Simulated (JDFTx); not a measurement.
**InPd under changes of volume**

One of the cells (17.513 Å³/atom); the others are scaled copies at fixed shape and fractional positions:

```
In Pd
1.0
     3.27188    0.00000    0.00000
     0.00000    3.27188    0.00000
     0.00000    0.00000    3.27188
In Pd
1 1
Direct
  0.00000 0.00000 0.00000
  0.50000 0.50000 0.50000
```

The cell comes from a database or a generator and needn't be the stable form of this composition.

| Item | Value |
| --- | --- |
| Program | JDFTx 1.7.0 (patched build) |
| Functional | PBEsol |
| Potentials or basis | PseudoDojo-SR-PBEsol-0.4.1-standard with smoothed tails |
| Cutoff | 1116 eV |
| Density cutoff | 8925 eV |
| k mesh | 8 × 8 × 8 |
| Occupations | fermi-dirac, width 0.05 eV |
| Spin | no spin polarisation |

```csv
volume (Å³/atom),energy over the lowest point (meV/atom),pressure (GPa)
16.462,?,?
16.813,2.89,2.9
17.163,0.00,-0.1
17.513,3.24,-2.8
17.863,11.84,-5.1
18.214,25.21,-7.1
18.564,42.79,-8.8
```

**Question.** What does the run at 16.462 Å³/atom give?

**Answer.** Energy over the lowest point 12.82 meV/atom; pressure 6.3 GPa.

Worked out: A Birch-Murnaghan fit of order 3 (a polynomial in V^(-2/3)) to the other rows has its minimum at 17.15 Å³/atom with B0 = V·E''(V) = 137 GPa and B' = 5.1. It gives 12.69 meV/atom at 16.462 Å³/atom, against the run's 12.82, and -dE/dV = 6.2 GPa, against 6.3.

Energies are extrapolated to zero smearing.

Caveats: this set's palladium file may shift the pressure by some GPa.
